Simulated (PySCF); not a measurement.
# [LaCl2]+: other functionals and bases at one geometry

One table from this session's results is given with a row withheld; the runs are named, their logs left out.

Program: PySCF 2.14.0. Level of theory: several levels, as the steps say, no spin–orbit coupling. These are calculated values, not measurements.

1 further run of the same task is left out (for a known fault of the program).

### Where the work starts

3 atoms, charge 1, spin multiplicity 1.

Bond lengths: La1–Cl2 2.507 Å, La1–Cl3 2.507 Å. Angles: Cl2–La1–Cl3 108.2°.

Coordinates:

```xyz
3
charge 1, multiplicity 1
La    0.0000    0.0000   -0.6115
Cl    2.0309    0.0000    0.8578
Cl   -2.0309    0.0000    0.8578
```

Formal oxidation states: La +3. An earlier session relaxed this geometry at PBE0, La def2-SVP with ECP46, Cl def2-SVP (singlet, point group C2v).

At PBE0 on the finer grid: E = -951.310199 Eh, HOMO -13.40 eV, LUMO -7.58 eV, Mulliken charge on La1 +1.31 e, largest force component 0.008 eV/Å. 

Levels to run: HF; wB97X; PBE0, TZVP. Hardware: 2 threads of Arm Neoverse V1, shared host.

The first run:

run.py (the lines that set the calculation)

```python
mol = gto.M(atom='''
La     0.00000     0.00000    -0.61146
Cl     2.03087     0.00000     0.85781
Cl    -2.03087     0.00000     0.85781''',
    basis={'La': 'def2-SVP', 'Cl': 'def2-SVP'},
    ecp={'La': 'def2-SVP'},
    charge=1, spin=0)
mf = scf.RHF(mol)
mf = mf.density_fit()  # fitting sets: La def2-universal-JKFIT, Cl def2-universal-JKFIT
mf.conv_tol = 1e-08; mf.max_cycle = 55
mf.kernel(dm0)  # dm0: the density of the relaxed state
```

Launch:

```
$ OMP_NUM_THREADS=2 python run.py
```

Steps of the session up to this table: HF; wB97X; PBE0, TZVP.

One table of the session follows, with a row left open; its other results are not shown here.

```
              level  HOMO (eV)  gap (eV)  charge on La1 (e)  dipole (D)  largest force component (eV/Å)
PBE0 (relaxed here)     -13.40      5.83               1.31        7.23                            0.01
                 HF          ?         ?                  ?           ?                               ?
              wB97X     -15.64     10.14               1.37        7.81                            0.07
         PBE0, TZVP     -13.39      5.88               1.52        7.15                            0.20
```

**Question.** Estimate the row for HF.

The run gave: HOMO (eV): -16.35; gap (eV): 11.16; charge on La1 (e): 1.57; dipole (D): 8.60; largest force component (eV/Å): 0.58. In the column «HOMO (eV)» it is the lowest.

The dipole of a charged species depends on the origin, so these sizes hold for this origin alone.

In one basis the HOMO–LUMO gap runs from 5.83 eV (PBE0) to 11.16 eV (HF). The largest leftover force, 0.58 eV/Å with HF, stands at a geometry relaxed at another level. Total energies of different levels can't be compared.
